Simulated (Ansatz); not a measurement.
# ZrB2: response to strain

ZrB2 is deformed so: equal xy, yz and zx engineering shear strains of +2 %. What stress and forces result, by LAPW, PAW and all-electron datasets made for the crystal?

Program: Ansatz 0.2.0. Level of theory: DFT LDA, scalar-relativistic. These are calculated values, not measurements.

## Step 1: The starting structure

It takes space group P6/mmm (No. 191, hexagonal). Conventional cell: a = 3.165 Å, b = 3.165 Å, c = 3.520 Å, α = 90.00°, β = 90.00°, γ = 120.00°. Zr (site symmetry 6/mmm) has 12 B at 2.54 Å in its first shell of neighbours. B (site symmetry -6m2) has 3 B at 1.83 Å and 6 Zr at 2.54 Å in its first shell of neighbours.

As a file:

```cif
data_structure
_symmetry_space_group_name_H-M 'P6/mmm'
_symmetry_Int_Tables_number 191
_cell_length_a 3.1650
_cell_length_b 3.1650
_cell_length_c 3.5200
_cell_angle_alpha 90.000
_cell_angle_beta 90.000
_cell_angle_gamma 120.000
_cell_volume 30.54
loop_
_atom_site_label
_atom_site_type_symbol
_atom_site_symmetry_multiplicity
_atom_site_Wyckoff_symbol
_atom_site_fract_x
_atom_site_fract_y
_atom_site_fract_z
_atom_site_occupancy
Zr1 Zr 1 a 0.00000 0.00000 0.00000 1
B1 B 2 d 0.33333 0.66667 0.50000 1
```

The file gives the conventional cell by its symmetry; the runs use the cell typed in the input.

Atoms are numbered in the order of the input: Zr1, B2, B3.

## Step 2: The deformed structure

Space group P6/mmm before, P-1 after.

## Step 3: LAPW, all electrons

File input.yaml:

```yaml
crystal:
  lattice:
    - [3.1649998255, 0.0316499983, 0.0316499983]
    - [-1.5550902103, 2.7251452528, 0.0115847034]
    - [0.0352, 0.0352, 3.52]
  atoms:
    - { symbol: Zr, position: [0.0, 0.0, 0.0] }
    - { symbol: B, position: [0.3333333333, 0.6666666667, 0.5] }
    - { symbol: B, position: [0.6666666667, 0.3333333333, 0.5] }
kpoints:
  mp_grid: { grid: [13, 13, 10] }
  band_path:
    path:
      - [0.0, 0.0, 0.0]
      - [0.0, -0.5, 0.0]
      - [0.0, 0.0, 0.5]
      - [0.0, 0.0, 0.0]
      - [-0.5, 0.0, 0.0]
      - [-0.5, 0.5, -0.5]
      - [0.0, 0.0, 0.0]
      - [-0.5, 0.0, -0.5]
      - [-0.5, 0.5, 0.0]
    npoints: 5
scf:
  occupations: { method: fermi_dirac, width: 0.03 }
hamiltonian:
  xc: lda
  pseudopotentials: { kind: all_electron, lapw: { basis_error: 0.001 } }
output:
  forces: true
  stress: true
  eigenvalues: true
```

Started as:

```
ansatz run input.yaml --threads 1 --pin off --max-ram 4096MiB --backend cpu --events-out ev --progress --plain --runs-dir out
```

## Step 4: Frozen-core PAW

File input.yaml:

```yaml
crystal:
  lattice:
    - [3.1649998255, 0.0316499983, 0.0316499983]
    - [-1.5550902103, 2.7251452528, 0.0115847034]
    - [0.0352, 0.0352, 3.52]
  atoms:
    - { symbol: Zr, position: [0.0, 0.0, 0.0] }
    - { symbol: B, position: [0.3333333333, 0.6666666667, 0.5] }
    - { symbol: B, position: [0.6666666667, 0.3333333333, 0.5] }
kpoints:
  mp_grid: { grid: [13, 13, 10] }
scf:
  occupations: { method: fermi_dirac, width: 0.03 }
hamiltonian:
  xc: lda
  pseudopotentials: { kind: paw }
output:
  forces: true
  stress: true
  eigenvalues: true
  efg: { contact_densities: true }
  write_density: true
  write_potential: true
  elf: true
  volumetric_format: npy
```

## Step 5: All-electron PAW on datasets made for the crystal

input.yaml: that of step 4 with these lines changed.

```diff
@@ -15,3 +15,3 @@
   xc: lda
-  pseudopotentials: { kind: paw }
+  pseudopotentials: { kind: all_electron, datasets: crystal }
 output:
@@ -21,5 +21 @@
   efg: { contact_densities: true }
-  write_density: true
-  write_potential: true
-  elf: true
-  volumetric_format: npy
```

(Steps that only read results are left out.)

Before running it: what results should come out? Wanted: pressure; largest shear or deviatoric stress.

As calculated:

| quantity | value |
| --- | --- |
| pressure | LAPW -6.93, PAW -6.93, crystal datasets -6.93 GPa |
| largest shear or deviatoric stress (LAPW) | 4.99 GPa |

**Reading.** The largest part of the stress beyond the pressure is 4.99 GPa in size; the atoms are carried along and not relaxed. No run of the undeformed cell stands beside it, so pressure and stress hold what the given cell had before the change, as far as its symmetry allows. PAW: stress within 0.05 GPa of LAPW, forces within 1 meV/Å. Crystal datasets: stress within 0.01 GPa of LAPW, forces within 1 meV/Å.
